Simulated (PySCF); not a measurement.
# Se⁻: spin, charge, geometry and surroundings

One physical setting of the base script is moved in each run, with the edits that it forces.

Computed with PySCF 2.14.0. Level: method and basis as typed in the scripts.

2 further runs of the same task are left out: 2 that didn't finish.

## 1. The atom

Se⁻: 1 atom, charge -1, spin multiplicity 2.

## 2. The base run

Input file input.py:

```python
from pyscf import gto, scf

mol = gto.M(
    atom='Se 0 0 0',
    basis='sapporo-dkh3-dzp-2012',
    charge=-1,
    spin=1,
    verbose=4,
)
mf = scf.UHF(mol)
mf = mf.sfx2c1e()
mf = mf.density_fit(auxbasis='def2-universal-jkfit')
mf.kernel()
mf.analyze()
print('orbital energies (hartree):', [e[max(0, n-3):n+3].round(4) for e, n in zip(mf.mo_energy, mol.nelec)])
```

The run is started by

```console
$ OMP_NUM_THREADS=1 python input.py
```

Its log is not repeated here.

Base result: E(SCF) = -2428.056894 Eh, 10 cycles, ⟨S²⟩ = 0.757.

## 3. PCM, ε = 78.36

Edit 1 changes solvent: none (gas phase) → PCM, ε = 78.36.

Input file input.py:

```python
from pyscf import gto, scf, solvent

mol = gto.M(
    atom='Se 0 0 0',
    basis='sapporo-dkh3-dzp-2012',
    charge=-1,
    spin=1,
    verbose=4,
)
mf = scf.UHF(mol)
mf = mf.sfx2c1e()
mf = mf.density_fit(auxbasis='def2-universal-jkfit')
mf = solvent.PCM(mf)
mf.with_solvent.eps = 78.36
mf.kernel()
mf.analyze()
print('orbital energies (hartree):', [e[max(0, n-3):n+3].round(4) for e, n in zip(mf.mo_energy, mol.nelec)])
```

The run is started by

```console
$ OMP_NUM_THREADS=1 python input.py
```

## 4. PCM, ε = 4.71

Edit 2 changes solvent: none (gas phase) → PCM, ε = 4.71.

Changes to input.py since step 2:

```diff
@@ -1,2 +1,2 @@
-from pyscf import gto, scf
+from pyscf import gto, scf, solvent
 
@@ -12,2 +12,4 @@
 mf = mf.density_fit(auxbasis='def2-universal-jkfit')
+mf = solvent.PCM(mf)
+mf.with_solvent.eps = 4.71
 mf.kernel()
```

**Question.** What will these runs give? Wanted: for each run, E(SCF); from base; gap, α spin.

As calculated:

| run | E(SCF) (hartree) | from base (eV) | cycles | gap, α spin (eV) |
| --- | --- | --- | --- | --- |
| base | -2428.056894 | 0 | 10 | 16.99 |
| PCM, ε = 78.36 | -2428.163710 | -2.9066 | 10 | 17.57 |
| PCM, ε = 4.71 | -2428.142081 | -2.3180 | 10 | 17.45 |

**Reading.** Of the runs whose energies can be compared, “PCM, ε = 78.36” moves the SCF energy most (-2.907 eV). A continuum solvent with ε = 78.36 lowers the energy by 2.907 eV, a large gain because the system is charged. A continuum solvent with ε = 4.71 lowers the energy by 2.318 eV, a large gain because the system is charged.
